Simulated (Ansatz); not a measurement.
# C3H6OSi: one species, many methods

Aim: compute C3H6OSi with functionals from several rungs and with coupled cluster. The yardstick is the atomisation energy at the CCSD(T) limit.

Program: Ansatz 0.2.0, Gaussian basis. Level of theory: functionals in def2-TZVPP, the program's frozen cores in correlated methods. These are calculated values, not measurements.

Plan: PBE-D4, r2SCAN-D4, PBE0-D4, B3LYP-D4, ωB97X-V, ωB97M-V, B2PLYP; CCSD(T)/def2-TZVPP; MP2/def2-QZVPP; extrapolation to the limit.

## 1. The geometry

The geometry comes from an earlier relaxation with PBE0-D4 in a triple-zeta def2 set; it is a stationary point, not always the lowest conformer.

SMILES `[SiH3]OC1=CC1`, 11 atoms, charge 0, spin multiplicity 1.

Atoms are counted from 1 here; the program's logs count them from 0.

Bond lengths: Si1–O2 1.672 Å, Si1–H6 1.483 Å, Si1–H7 1.483 Å, Si1–H8 1.478 Å, O2–C3 1.324 Å, C3–C4 1.285 Å, C3–C5 1.481 Å, C4–C5 1.529 Å, C4–H9 1.074 Å, C5–H10 1.093 Å, C5–H11 1.093 Å. Angles: O2–Si1–H6 110.2°, O2–Si1–H7 110.2°, O2–Si1–H8 104.4°, H6–Si1–H7 109.8°, H6–Si1–H8 111.0°, H7–Si1–H8 111.0°, Si1–O2–C3 121.2°, O2–C3–C4 149.2°, O2–C3–C5 144.1°, C4–C3–C5 66.7°, C3–C4–C5 62.8°, C3–C4–H9 153.2°, C5–C4–H9 144.0°, C3–C5–C4 50.5°, C3–C5–H10 120.2°, C3–C5–H11 120.2°, C4–C5–H10 119.4°, C4–C5–H11 119.4° and more.

## 2. PBE-D4 (GGA)

File in.yaml:

```yaml
crystal:
  periodic: [false, false, false]
  atoms:
    - {symbol: Si, position_ang: [-1.575366, -1.133217, -0.246542]}
    - {symbol: O, position_ang: [-0.634915, -0.447087, 0.953450]}
    - {symbol: C, position_ang: [0.419132, 0.298039, 0.657663]}
    - {symbol: C, position_ang: [1.412882, 1.009939, 1.052795]}
    - {symbol: C, position_ang: [1.221568, 0.852870, -0.456057]}
    - {symbol: H, position_ang: [-2.164025, -0.076277, -1.104132]}
    - {symbol: H, position_ang: [-0.759248, -2.054180, -1.074147]}
    - {symbol: H, position_ang: [-2.627355, -1.869245, 0.485907]}
    - {symbol: H, position_ang: [2.029855, 1.459185, 1.808977]}
    - {symbol: H, position_ang: [0.842399, 1.695709, -1.039107]}
    - {symbol: H, position_ang: [1.900572, 0.207164, -1.018306]}
basis:
  gaussian: {orbitals: def2-TZVPP}
hamiltonian: {xc: pbe, dispersion: d4}
output: {forces: true, orbitals: {seedname: orbitals}}
```

On the command line:

```console
$ ansatz run in.yaml --threads 4 --pin off --events-out ev --progress --plain --max-ram 10444MiB
```

The runs that follow: r2SCAN-D4 (meta-GGA); PBE0-D4 (hybrid); B3LYP-D4 (hybrid); ωB97X-V (range-separated); ωB97M-V (range-separated); B2PLYP (double hybrid); CCSD(T) in def2-TZVPP; MP2 in def2-QZVPP.

Before running them: what should the planned runs give, taken together? Wanted: atomisation energy, CCSD(T)/CBS; farthest; mean size of error, hybrid; mean size of error, range-separated; gap, smallest and largest; T1 diagnostic; triples share of the correlation energy.

As calculated:

```
                               quantity                                 value
        atomisation energy, CCSD(T)/CBS                         4238.1 kJ/mol
 functionals within 21.2 kJ/mol (0.5 %)            B3LYP-D4, ωB97X-V, ωB97M-V
                               farthest                PBE-D4 (+109.3 kJ/mol)
             mean size of error, hybrid                           14.5 kJ/mol
    mean size of error, range-separated                           19.5 kJ/mol
              gap, smallest and largest  4.57 eV (PBE-D4), 10.93 eV (ωB97X-V)
                          T1 diagnostic                                0.0118
triples share of the correlation energy                                 4.2 %
```

In words: PBE-D4 misses by +109.3 kJ/mol. Double hybrids carry the basis error of their MP2 part in triple zeta, and no dispersion term here, so their miss is partly the set-up's. The reference freezes the cores and leaves out relativity and excitations past (T), so misses under about 21.2 kJ/mol can't be ranked. Hartree-Fock recovers 72 % of the binding; the rest is correlation. Orbital gaps span 4.6 to 10.9 eV; exact exchange widens them.
